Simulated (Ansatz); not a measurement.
This script drives Ansatz 0.2.0 through its Python package.

The script, `alcu3.py`:
```python
# -*- coding: utf-8 -*-
'''Spin moment of AlCu3 in a magnetic field.'''

import warnings

import ansatz as az
import numpy as np

warnings.simplefilter('ignore', az.DeckWarning)

crystal = (
    az.Lattice.from_parameters(4.084264, 4.084264, 4.084264, alpha=60.0, beta=60.0, gamma=60.0)
    .atom('Al', (0.0, 0.0, 0.0))
    .atom('Cu', (0.5, 0.5, 0.5))
    .atom('Cu', (0.25, 0.25, 0.25))
    .atom('Cu', (0.75, 0.75, 0.75))
)

calc = crystal.calculation()
calc = calc.functional('pbesol')
calc = calc.pseudopotentials('paw')
calc = calc.basis(470)
calc = calc.kpoints(spacing=0.29).occupations('gaussian', width=0.1)
calc = calc.spin('collinear')
# the field acts on the spins alone; such large fields lift the response over the noise
rows = []
for tesla in [0, 250, 500]:
    report = (calc.magnetic_field(tesla) if tesla else calc).run(threads=1).report
    rows.append((tesla, report['magnetization_mub'], report['free_energy_ev'], report['components'].get('e_zeeman', 0.0)))
print('         B (T)      moment muB            F eV  Zeeman term eV')
for row in rows:
    print(f'{str(row[0]):>14s}  {row[1]:14.4f}  {row[2]:14.5f}  {row[3]:14.5f}')
slope = np.polyfit([row[0] for row in rows], [row[1] for row in rows], 1)[0]
print(f'dM/dB = {1000 * slope:.4f} muB per 1000 T per cell')
```

It is started by `python alcu3.py`. How long does it take on 1 thread of Arm Neoverse V2 (shared host), and how much memory does it need?

It took about 17 s, with a peak of 0.41 GiB, for 3 runs of the engine.

`python alcu3.py` gives:
```text
RunWarning: this spin-polarised run has no starting moment large enough to seed its density, so its SCF can try parallel moments of its own, which can die out, and starts no order whose moments cancel. Behind that start scf.lower_state_search: light tries no other order and makes no probe for moments, and off searches [...]
         B (T)      moment muB            F eV  Zeeman term eV
             0          0.0000    -20291.61209         0.00000
           250          0.0078    -20291.61215        -0.00011
           500          0.0145    -20291.61231        -0.00042
dM/dB = 0.0290 muB per 1000 T per cell
```
(Warnings from the package without file and line, shortened.)

What to keep in mind:
- Absolute energies stand on the zero of these potentials, so only differences at equal settings mean something. A total without «per atom» is that of the cell as typed.
- This cell is a computed structure, which may not be the phase found in nature.
- Orbital magnetism is left out. The response of a metal hangs strongly on mesh and smearing, and a straight-line fit holds only where the moment is linear in the field.
- The script silences the warnings on its input, which a real study should read.

(A comment or docstring line of the script was reworded after the run, the code is as it ran; lines on the test bed's own set-up are left out of the output.)
